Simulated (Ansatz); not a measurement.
# Li: the cost of one run

Program: Ansatz 0.2.0. Level of theory: DFT LDA, plane waves, PAW, scalar-relativistic, no spin polarisation. These are calculated values, not measurements.

### 1 Starting point

The cell holds 17 atoms (Li17): a = 6.980 Å, b = 6.980 Å, c = 6.980 Å, α = 90.00°, β = 90.00°, γ = 90.00°.

Its coordinates follow in the input file.

### 2 Relaxing end A

File input.yaml:

```yaml
crystal:
  lattice:
    - [6.98, 0.0, 0.0]
    - [0.0, 6.98, 0.0]
    - [0.0, 0.0, 6.98]
  atoms:
    - { symbol: Li, position: [0.0, 0.0, 0.0] }
    - { symbol: Li, position: [0.5, 0.0, 0.0] }
    - { symbol: Li, position: [0.0, 0.5, 0.0] }
    - { symbol: Li, position: [0.0, 0.0, 0.5] }
    - { symbol: Li, position: [0.25, 0.25, 0.25] }
    - { symbol: Li, position: [0.5, 0.5, 0.0] }
    - { symbol: Li, position: [0.5, 0.0, 0.5] }
    - { symbol: Li, position: [0.75, 0.25, 0.25] }
    - { symbol: Li, position: [0.0, 0.5, 0.5] }
    - { symbol: Li, position: [0.25, 0.75, 0.25] }
    - { symbol: Li, position: [0.25, 0.25, 0.75] }
    - { symbol: Li, position: [0.5, 0.5, 0.5] }
    - { symbol: Li, position: [0.75, 0.75, 0.25] }
    - { symbol: Li, position: [0.75, 0.25, 0.75] }
    - { symbol: Li, position: [0.25, 0.75, 0.75] }
    - { symbol: Li, position: [0.75, 0.75, 0.75] }
    - { symbol: Li, position: [-0.0010426, 0.2494368, 0.1246621] }
basis:
  ecutwfc: 420.0
kpoints:
  mp_grid: { grid: [3, 3, 3] }
hamiltonian:
  xc: lda
scf:
  occupations: { method: gaussian, width: 0.15 }
  lower_state_search: "off"
relax:
  f_tol: 0.03
  max_steps: 60
  adjacent_minimum: "off"
```

The run is started by

```bash
$ ansatz run input.yaml --threads 2 --pin off --max-ram 5120MiB --backend cpu --events-out ev --progress --plain --runs-dir out
```

**Question.** How long does this run take on 2 threads of AMD EPYC 7B13 (Zen 3), shared host, and how much memory does it need?

About 40 s, with a peak of 0.59 GiB.
